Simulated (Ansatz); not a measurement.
# AlBF2H2O: small, medium and large basis sets

Aim: see how fast density functionals converge with the basis set for AlBF2H2O.

Method: one geometry, several basis sets; program: Ansatz 0.2.0, Gaussian basis.

The runs, in order: PBE0-D4/def2-SVP; ωB97M-V/def2-SVP; PBE0-D4/def2-QZVPP; ωB97M-V/def2-QZVPP; the functionals' def2-TZVPP values are taken from earlier runs.

## (1) Structure used throughout

The geometry comes from an earlier relaxation with PBE0-D4 in a triple-zeta def2 set; it is a stationary point, not always the lowest conformer.

7 atoms, charge 0, spin multiplicity 1.

Atoms are counted from 1 here; the program's logs count them from 0.

Bond lengths: O1–B2 1.351 Å, O1–H6 0.961 Å, B2–F3 1.331 Å, B2–Al4 2.153 Å, Al4–F5 1.661 Å, Al4–H7 1.580 Å. Angles: B2–O1–H6 113.4°, O1–B2–F3 115.5°, O1–B2–Al4 122.4°, F3–B2–Al4 122.1°, B2–Al4–F5 111.0°, B2–Al4–H7 132.2°, F5–Al4–H7 116.8°.

## (2) PBE0-D4 in def2-SVP

File in.yaml:

```yaml
crystal:
  periodic: [false, false, false]
  atoms:
    - {symbol: O, position_ang: [0.462323, -0.166470, 1.769031]}
    - {symbol: B, position_ang: [0.511791, -0.675564, 0.519094]}
    - {symbol: F, position_ang: [1.170834, -1.824803, 0.394489]}
    - {symbol: Al, position_ang: [-0.411452, 0.301592, -1.162145]}
    - {symbol: F, position_ang: [-1.152669, 1.713102, -0.697832]}
    - {symbol: H, position_ang: [-0.019895, 0.662342, 1.825023]}
    - {symbol: H, position_ang: [-0.499632, -0.078199, -2.693261]}
basis:
  gaussian: {orbitals: def2-SVP}
hamiltonian: {xc: pbe0, dispersion: d4}
output: {orbitals: {seedname: orbitals}}
```

After this run come: ωB97M-V in def2-SVP; PBE0-D4 in def2-QZVPP; ωB97M-V in def2-QZVPP.

**Question.** What will the summary of the whole plan be? Wanted: PBE0-D4: double and triple zeta above quadruple; ωB97M-V: double and triple zeta above quadruple.

The runs gave:

| quantity | value |
| --- | --- |
| PBE0-D4: double and triple zeta above quadruple | 13.08, 0.67 eV |
| ωB97M-V: double and triple zeta above quadruple | 13.23, 0.64 eV |

**Reading.** PBE0-D4 gains 12.41 eV from double to triple zeta, then 0.67 eV more. Total energies overstate the basis error of differences, where much of it tends to cancel.
